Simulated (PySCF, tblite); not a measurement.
**Al2GeH4O6, a small gas-phase stand-in for a defect centre: NMR shifts, core binding energies and electronic excitations, part 1 of 2**

What NMR shifts, core binding energies and electronic excitations should one expect for `[OH][Al]([OH])[O][Ge][O][Al]([OH])[OH]`? It is drawn as: twofold Ge.

Programs: tblite 0.8.0 and PySCF 2.14.0. All values are calculated, for the isolated system unless a continuum is named. Atoms count from 0, parts from 1.

## 1. The system as given

13 atoms, charge 0, multiplicity 1; geometry: distance geometry start.

## 2. Geometry optimisation with GFN2-xTB

Job settings and geometry (Å):

```
{"job": {"kind": "relax", "xc": "GFN2-xTB", "basis": "xTB"}, "charge": 0, "multiplicity": 1}
Ge    -1.751614     0.686135    -1.572920
O     -2.673885    -0.223112    -0.227365
Al    -2.936758     0.399202     1.519760
O     -3.347059     2.221434     1.662643
O     -1.827522    -0.294329     2.826618
O     -0.587578     1.406869    -2.802167
Al     1.303438     1.419057    -2.669650
O      2.226548     0.375533    -3.894322
O      1.970789     1.370191    -0.904772
H     -3.011571     2.916782     1.064157
H     -0.832761    -0.235916     2.812183
H      1.790172    -0.175449    -4.612483
H      2.327514     2.125461    -0.432771
```

With the program's defaults for keys left out, this is: GFN2-xTB geometry optimisation, gas phase.

On the command line:

```bash
$ OMP_NUM_THREADS=1 python cluster_run.py task.json out
```

The driver reads the jobs from task.json and runs them one after another.

The program printed:

```text
step      E/eV     max force
  0    -838.35164    3.358
  1    -839.24980    2.859
  2    -840.93107    1.267
  3    -841.11519    1.750
  4    -841.22186    1.421
  5    -841.47889    1.836
  6    -841.74923    2.191
  7    -842.01808    2.052
  8    -842.23673    1.534
  9    -842.32004    1.035
 10    -842.38555    0.840
 11    -842.45496    0.874
 12    -842.52559    0.612
 13    -842.55599    0.460
 14    -842.58802    0.499
 15    -842.61779    0.475
 16    -842.64219    0.322
 17    -842.65252    0.228
 18    -842.65855    0.205
 19    -842.66904    0.393
 20    -842.68504    0.540
 21    -842.70297    0.462
 22    -842.71726    0.410
 23    -842.72866    0.589
 24    -842.73708    0.534
 25    -842.74557    0.421
 26    -842.76047    0.258
 27    -842.76568    0.199
 28    -842.76978    0.174
 29    -842.77314    0.216
 30    -842.77444    0.440
 31    -842.77893    0.137
 32    -842.78107    0.191
 33    -842.78307    0.090
 34    -842.78426    0.110
 35    -842.78635    0.141
 36    -842.78817    0.126
 37    -842.78956    0.090
 38    -842.79059    0.086
 39    -842.79180    0.105
 40    -842.79353    0.158
 41    -842.79583    0.187
 42    -842.79793    0.148
 43    -842.79943    0.103
 44    -842.80053    0.091
 45    -842.80176    0.092
 46    -842.80323    0.125
 47    -842.80458    0.103
 48    -842.80554    0.101
 49    -842.80644    0.102
 50    -842.80743    0.162
 51    -842.80873    0.091
 52    -842.80980    0.082
 53    -842.81042    0.089
 54    -842.81076    0.073
 55    -842.81157    0.066
 56    -842.81260    0.137
 57    -842.81404    0.176
 58    -842.81549    0.177
 59    -842.81669    0.137
 60    -842.81784    0.115
 61    -842.81950    0.109
 62    -842.82163    0.111
 63    -842.82322    0.229
 64    -842.82097    0.411
 65    -842.82528    0.091
 66    -842.82595    0.081
 67    -842.82739    0.107
 68    -842.82838    0.108
 69    -842.83227    0.162
 70    -842.83469    0.119
 71    -842.83729    0.230
 72    -842.83908    0.089
 73    -842.84039    0.206
 74    -842.84127    0.067
 75    -842.84174    0.077
 76    -842.84206    0.049
 77    -842.84245    0.039
 78    -842.84271    0.060
 79    -842.84308    0.056
 80    -842.84362    0.105
 81    -842.84427    0.083
 82    -842.84506    0.093
 83    -842.84573    0.057
 84    -842.84615    0.034
 85    -842.84626    0.025
 86    -842.84636    0.022
 87    -842.84642    0.025
 88    -842.84649    0.022
 89    -842.84655    0.026
 90    -842.84661    0.027
 91    -842.84667    0.042
 92    -842.84675    0.050
 93    -842.84684    0.044
 94    -842.84696    0.040
 95    -842.84709    0.041
 96    -842.84720    0.030
 97    -842.84729    0.039
 98    -842.84737    0.043
 99    -842.84747    0.041
100    -842.84758    0.035
101    -842.84769    0.039
102    -842.84781    0.035
103    -842.84800    0.045
104    -842.84823    0.049
105    -842.84841    0.029
106    -842.84850    0.021
107    -842.84855    0.016
108    -842.84862    0.023
109    -842.84870    0.026
110    -842.84881    0.030
111    -842.84893    0.030
112    -842.84910    0.037
113    -842.84941    0.054
114    -842.84991    0.077
115    -842.85059    0.079
116    -842.85135    0.076
117    -842.85195    0.095
118    -842.85237    0.098
119    -842.85281    0.077
120    -842.85327    0.084
121    -842.85366    0.045
122    -842.85396    0.053
123    -842.85433    0.059
124    -842.85497    0.067
125    -842.85590    0.119
126    -842.85710    0.196
127    -842.86074    0.271
128    -842.86695    0.322
129    -842.87631    0.429
130    -842.88972    0.538
131    -842.90204    1.216
132    -842.90871    0.950
133    -842.89711    1.221
134    -842.91536    0.979
135    -842.92325    0.978
136    -842.91583    1.436
137    -842.91618    1.424
138    -842.88930    1.919
139    -842.94591    0.479
140    -842.94897    0.672
141    -842.95626    0.149
142    -842.95951    0.152
143    -842.96737    0.274
144    -842.97302    0.251
145    -842.97930    0.293
146    -842.98551    0.284
147    -842.99181    0.351
148    -843.00222    0.445
149    -843.02178    0.697
150    -843.05380    1.603
151    -843.10772    1.312
152    -843.16760    0.998
153    -843.25729    1.721
154    -843.27058    2.597
155    -843.27135    0.836
156    -843.35226    1.478
157    -843.38763    1.658
158    -843.43369    0.880
159    -843.45692    0.465
160    -843.49626    0.511
161    -843.52714    0.944
162    -843.55251    0.826
163    -843.57894    0.418
164    -843.59905    0.666
165    -843.61367    0.732
166    -843.62775    0.754
167    -843.64219    0.416
168    -843.65472    0.274
169    -843.66446    0.199
170    -843.67504    0.249
171    -843.68481    0.264
172    -843.69557    0.342
173    -843.70096    0.439
174    -843.70642    0.129
175    -843.70927    0.131
176    -843.71211    0.152
177    -843.71432    0.179
178    -843.71628    0.221
179    -843.71860    0.101
180    -843.72072    0.085
181    -843.72289    0.091
182    -843.72426    0.094
183    -843.72570    0.081
184    -843.72699    0.079
185    -843.72805    0.138
186    -843.72912    0.125
187    -843.73049    0.113
188    -843.73172    0.102
189    -843.73254    0.101
190    -843.73337    0.090
191    -843.73422    0.086
192    -843.73519    0.077
193    -843.73588    0.068
194    -843.73627    0.118
195    -843.73654    0.041
196    -843.73670    0.032
197    -843.73683    0.070
198    -843.73700    0.092
199    -843.73716    0.083
200    -843.73734    0.046
201    -843.73734    0.046
202    -843.74214    0.094
203    -843.74439    0.187
204    -843.74538    0.088
205    -843.74589    0.184
206    -843.74633    0.061
207    -843.74639    0.037
208    -843.74634    0.123
209    -843.74649    0.037
210    -843.74653    0.031
211    -843.74654    0.010
212    -843.74654    0.009
213    -843.74654    0.004
```

Run time: 4.3 s. Hardware: 1 thread of AMD EPYC 9R45, shared host.

The steps of the relaxation:

| step | energy from step 0 (eV) | largest force (eV/Å) |
| --- | --- | --- |
| 0 | 0.0000 | 3.3581 |
| 8 | -3.8851 | 1.5341 |
| 16 | -4.2906 | 0.3222 |
| 24 | -4.3854 | 0.5334 |
| 32 | -4.4294 | 0.1908 |
| 40 | -4.4419 | 0.1586 |
| 48 | -4.4539 | 0.1004 |
| 56 | -4.4610 | 0.1368 |
| 64 | -4.4693 | 0.4109 |
| 72 | -4.4874 | 0.0896 |
| 80 | -4.4920 | 0.1050 |
| 88 | -4.4949 | 0.0221 |
| 96 | -4.4956 | 0.0293 |
| 104 | -4.4966 | 0.0486 |
| 112 | -4.4975 | 0.0375 |
| 120 | -4.5016 | 0.0843 |
| 128 | -4.5153 | 0.3217 |
| 136 | -4.5642 | 1.4363 |
| 144 | -4.6214 | 0.2508 |
| 152 | -4.8160 | 0.9981 |
| 160 | -5.1446 | 0.5115 |
| 168 | -5.3031 | 0.2745 |
| 176 | -5.3605 | 0.1514 |
| 184 | -5.3754 | 0.0797 |
| 192 | -5.3836 | 0.0768 |
| 200 | -5.3857 | 0.0467 |
| 208 | -5.3947 | 0.1219 |
| 213 | -5.3949 | 0.0037 |

Close pairs (by a distance rule), those that changed most:

| bond | before (Å) | after (Å) | change (Å) |
| --- | --- | --- | --- |
| Al2–O8 | 5.559 | 1.941 | -3.618 |
| O5–Al6 | 1.896 | 1.651 | -0.244 |
| Al2–O3 | 1.873 | 1.658 | -0.215 |
| Al6–O7 | 1.855 | 1.643 | -0.212 |
| Al2–O4 | 1.849 | 1.658 | -0.191 |
| Ge0–O1 | 1.868 | 1.693 | -0.175 |
| Al6–O8 | 1.887 | 1.716 | -0.171 |
| O1–Al2 | 1.873 | 1.738 | -0.135 |

Bonds that formed: Al2–O8.

## 3. Relaxing the molecule at PBE0-D3(BJ)/def2-SVP

Job settings and geometry (Å):

```
{"job": {"xc": "PBE0", "basis": "def2-SVP", "d3": "d3bj", "grid": 2, "kind": "geom", "shake": 0.01}, "charge": 0, "multiplicity": 1}
Ge    -2.151665    -1.074576    -1.587866
O     -1.973728    -0.514849    -0.002375
Al    -0.884899     0.131082     1.169331
O     -0.983181     1.747908     1.532115
O     -0.308666    -0.929837     2.316630
O     -0.443144    -0.789281    -2.246335
Al     0.960253    -0.229110    -1.555837
O      2.505265     0.016070    -2.084303
O      0.736792     0.224286     0.106758
H     -1.499335     2.553336     1.578151
H     -0.406052    -1.664808     2.913574
H      3.084277    -0.061684    -2.808423
H      1.374293     0.574092     0.675983
```

The program printed:

```text
step   0  E = -3014.30961120  max force = 0.036839
step   1  E = -3014.32026277  max force = 0.015001
step   2  E = -3014.32158770  max force = 0.005257
step   3  E = -3014.32304370  max force = 0.009686
step   4  E = -3014.32386772  max force = 0.011295
step   5  E = -3014.32437615  max force = 0.004530
step   6  E = -3014.32453655  max force = 0.001378
step   7  E = -3014.32467424  max force = 0.003455
step   8  E = -3014.32486702  max force = 0.006251
step   9  E = -3014.32511564  max force = 0.007127
step  10  E = -3014.32539103  max force = 0.004497
step  11  E = -3014.32566764  max force = 0.001289
step  12  E = -3014.32570977  max force = 0.001212
step  13  E = -3014.32574720  max force = 0.000890
step  14  E = -3014.32578210  max force = 0.001429
step  15  E = -3014.32583739  max force = 0.001576
step  16  E = -3014.32591096  max force = 0.002440
step  17  E = -3014.32600028  max force = 0.002283
step  18  E = -3014.32609671  max force = 0.000967
step  19  E = -3014.32614691  max force = 0.000945
step  20  E = -3014.32617752  max force = 0.001020
step  21  E = -3014.32621424  max force = 0.001061
step  22  E = -3014.32623891  max force = 0.000981
step  23  E = -3014.32625847  max force = 0.000730
step  24  E = -3014.32626937  max force = 0.000576
step  25  E = -3014.32627613  max force = 0.000480
step  26  E = -3014.32628319  max force = 0.000591
step  27  E = -3014.32629267  max force = 0.000750
step  28  E = -3014.32630026  max force = 0.000452
step  29  E = -3014.32630670  max force = 0.000235
optimisation converged
```

Run time: 6.1 min. Hardware: 1 thread of AMD EPYC 9R45, shared host; peak memory 0.9 GiB.

Step by step:

| step | energy from step 0 (eV) | largest force component (eV/Å) |
| --- | --- | --- |
| 0 | 0.0000 | 1.8943 |
| 1 | -0.2898 | 0.7714 |
| 2 | -0.3259 | 0.2703 |
| 3 | -0.3655 | 0.4981 |
| 4 | -0.3879 | 0.5808 |
| 5 | -0.4018 | 0.2329 |
| 6 | -0.4061 | 0.0709 |
| 7 | -0.4099 | 0.1777 |
| 8 | -0.4151 | 0.3214 |
| 9 | -0.4219 | 0.3665 |
| 10 | -0.4294 | 0.2312 |
| 11 | -0.4369 | 0.0663 |
| 12 | -0.4381 | 0.0623 |
| 13 | -0.4391 | 0.0458 |
| 14 | -0.4400 | 0.0735 |
| 15 | -0.4415 | 0.0810 |
| 16 | -0.4435 | 0.1255 |
| 17 | -0.4460 | 0.1174 |
| 18 | -0.4486 | 0.0497 |
| 19 | -0.4500 | 0.0486 |
| 20 | -0.4508 | 0.0525 |
| 21 | -0.4518 | 0.0546 |
| 22 | -0.4525 | 0.0504 |
| 23 | -0.4530 | 0.0375 |
| 24 | -0.4533 | 0.0296 |
| 25 | -0.4535 | 0.0247 |
| 26 | -0.4537 | 0.0304 |
| 27 | -0.4539 | 0.0386 |
| 28 | -0.4541 | 0.0232 |
| 29 | -0.4543 | 0.0121 |

Distances of close pairs at the start and the end, largest changes first:

| bond | before (Å) | after (Å) | change (Å) |
| --- | --- | --- | --- |
| Al2–O3 | 1.660 | 1.719 | +0.059 |
| Al2–O4 | 1.665 | 1.722 | +0.057 |
| Ge0–O1 | 1.691 | 1.745 | +0.054 |
| O8–H12 | 0.923 | 0.966 | +0.043 |
| Al6–O7 | 1.651 | 1.685 | +0.033 |
| O7–H11 | 0.930 | 0.958 | +0.028 |
| O1–Al2 | 1.725 | 1.752 | +0.027 |
| Al6–O8 | 1.738 | 1.760 | +0.023 |

The end geometry stands in the next job.

| at the end point | value |
| --- | --- |
| point group (found at 0.08 Å tolerance) | C1 |
| rotational constants (GHz, main isotopes) | 0.894, 0.759, 0.466 |
| dipole moment (D) | 3.34 |

## 4. Nuclear shieldings: PBE0/pcSseg-1

Job settings and geometry (Å):

```
{"job": {"kind": "nmr", "xc": "PBE0", "basis": "pcSseg-1"}, "charge": 0, "multiplicity": 1}
Ge    -2.297127    -1.083535    -1.383719
O     -1.841860    -0.436964     0.171944
Al    -0.626109     0.211849     1.254285
O     -0.992172     1.741480     1.948704
O      0.254385    -0.891260     2.240794
O     -0.698513    -0.851204    -2.246664
Al     0.759158    -0.258148    -1.653193
O      2.293969    -0.215041    -2.346468
O      0.775235     0.460123    -0.046117
H     -1.807761     2.195821     1.734902
H      0.032350    -0.995868     3.166723
H      2.537509    -0.567267    -3.203562
H      1.620912     0.672548     0.370196
```

Method: GIAO PBE0/pcSseg-1 NMR shielding, non-relativistic, gas phase.

The program printed:

```text
coarse grid: 61088 points
cycle   1  E = -3014.1755952406  dE =  4.911e-01  |g| = 2.001e+00  |ddm| = 3.726e+00
cycle   2  E = -3012.6829499869  dE =  1.493e+00  |g| = 3.332e+00  |ddm| = 3.182e+00
cycle   3  E = -3014.7606595508  dE = -2.078e+00  |g| = 4.990e-01  |ddm| = 2.359e+00
cycle   4  E = -3014.8012028790  dE = -4.054e-02  |g| = 2.318e-01  |ddm| = 4.154e-01
cycle   5  E = -3014.8098796873  dE = -8.677e-03  |g| = 6.926e-02  |ddm| = 1.624e-01
cycle   6  E = -3014.8105506423  dE = -6.710e-04  |g| = 2.944e-02  |ddm| = 5.179e-02
cycle   7  E = -3014.8107137389  dE = -1.631e-04  |g| = 4.733e-03  |ddm| = 2.003e-02
cycle   8  E = -3014.8107163994  dE = -2.661e-06  |g| = 1.780e-03  |ddm| = 3.556e-03
final grid: 125560 points
cycle   9  E = -3014.8107899212  dE =  5.653e-07  |g| = 2.688e-03  |ddm| = 2.737e-03
cycle  10  E = -3014.8107881942  dE =  1.727e-06  |g| = 4.192e-03  |ddm| = 3.692e-03
cycle  11  E = -3014.8107910677  dE = -2.873e-06  |g| = 2.856e-04  |ddm| = 2.245e-03
cycle  12  E = -3014.8107910795  dE = -1.178e-08  |g| = 6.143e-05  |ddm| = 1.968e-04
cycle  13  E = -3014.8107910802  dE = -6.571e-10  |g| = 1.358e-05  |ddm| = 4.328e-05
converged SCF energy = -3014.8107910802

GIAO shielding tensors (ppm)
atom      isotropic    diamagn.    paramagn.     s11        s22        s33       span
  0 Ge    1244.713    2754.331   -1509.618    779.066   1279.607   1675.465    896.399
  1 O       54.414     406.645    -352.231   -184.918    127.587    220.573    405.491
  2 Al     498.981     795.769    -296.788    448.049    505.324    543.571     95.522
  3 O      321.459     388.862     -67.404    297.539    308.044    358.793     61.254
  4 O      323.939     388.551     -64.612    301.178    311.761    358.878     57.701
  5 O      119.242     405.309    -286.066    -29.950    147.497    240.180    270.130
  6 Al     476.980     797.301    -320.321    404.452    460.878    565.608    161.156
  7 O      322.967     387.574     -64.607    297.178    303.450    368.273     71.095
  8 O      292.726     397.185    -104.459    255.720    306.817    315.641     59.921
  9 H       30.806      31.612      -0.806     22.387     25.208     44.823     22.436
 10 H       30.949      30.633       0.316     22.610     23.991     46.245     23.636
 11 H       29.513      30.081      -0.567     20.915     22.732     44.893     23.977
 12 H       28.520      32.236      -3.716     18.874     24.589     42.096     23.222
```

Run time: 22 s. Hardware: 1 thread of AMD EPYC 9R45, shared host; peak memory 1.1 GiB.

Shifts follow as δ = σ(reference) − σ, with reference shieldings (ppm) from runs at the same level and on the same kind of geometry: ¹H TMS 31.27, ¹⁷O H2O 334.6, ⁷³Ge GeMe4 1330, ²⁷Al AlH4- 489.3. The references are single molecules in the gas phase, so shifts against H2O, NH3, PH3, H3PO4 or CFCl3 are not on the usual liquid scales and can be off by tens of ppm. Shifts against hydride references such as AlH4− lie on their own scale.

| atoms | environment | σ (ppm) | δ (ppm) |
| --- | --- | --- | --- |
| H12 | hydrogen on an oxygen bonded to 2 Al | 28.52 | 2.75 |
| H11 | hydrogen on an oxygen bonded to Al | 29.51 | 1.75 |
| H9 | hydrogen on an oxygen bonded to Al | 30.81 | 0.46 |
| H10 | hydrogen on an oxygen bonded to Al | 30.95 | 0.32 |
| Ge0 | germanium bonded to 2 O | 1245 | 86 |
| O1 | oxygen bonded to Al, Ge | 54.4 | 280.1 |
| O5 | oxygen bonded to Al, Ge | 119.2 | 215.3 |
| O8 | oxygen bonded to 2 Al, H | 292.7 | 41.8 |
| O3 | oxygen bonded to Al, H | 321.5 | 13.1 |
| O7 | oxygen bonded to Al, H | 323.0 | 11.6 |
| O4 | oxygen bonded to Al, H | 323.9 | 10.6 |
| Al6 | aluminium bonded to 3 O | 477.0 | 12.3 |
| Al2 | aluminium bonded to 4 O | 499.0 | -9.7 |

Charges from the same density, by scheme (e):

| atoms | Mulliken | IAO | Hirshfeld | ESP fit |
| --- | --- | --- | --- | --- |
| Ge0 | 0.91 | 0.82 | 0.39 | 0.34 |
| O1 | -0.92 | -0.84 | -0.40 | -0.57 |
| Al2 | 1.22 | 1.27 | 0.52 | 1.17 |
| O3 | -0.66 | -0.84 | -0.42 | -0.92 |
| O4 | -0.68 | -0.85 | -0.43 | -0.85 |
| O5 | -0.90 | -0.86 | -0.43 | -0.69 |
| Al6 | 1.33 | 1.38 | 0.73 | 1.41 |
| O7 | -0.65 | -0.81 | -0.39 | -0.93 |
| O8 | -0.73 | -0.75 | -0.25 | -0.66 |

Mayer bond orders: Ge0–O1 0.99, O1–Al2 0.68, Al2–O3 0.98, Al2–O4 0.93, Ge0–O5 0.73, O5–Al6 1.00, Al6–O7 1.01, Al6–O8 0.64, Al2–O8 0.34.

Ring of atoms Ge0, O1, Al2, O5, Al6, O8: NICS(0) -2.8, NICS(1) -1.2, NICS(1)zz 3.1 ppm (means of both faces).

(Continued in part 2 of 2.)
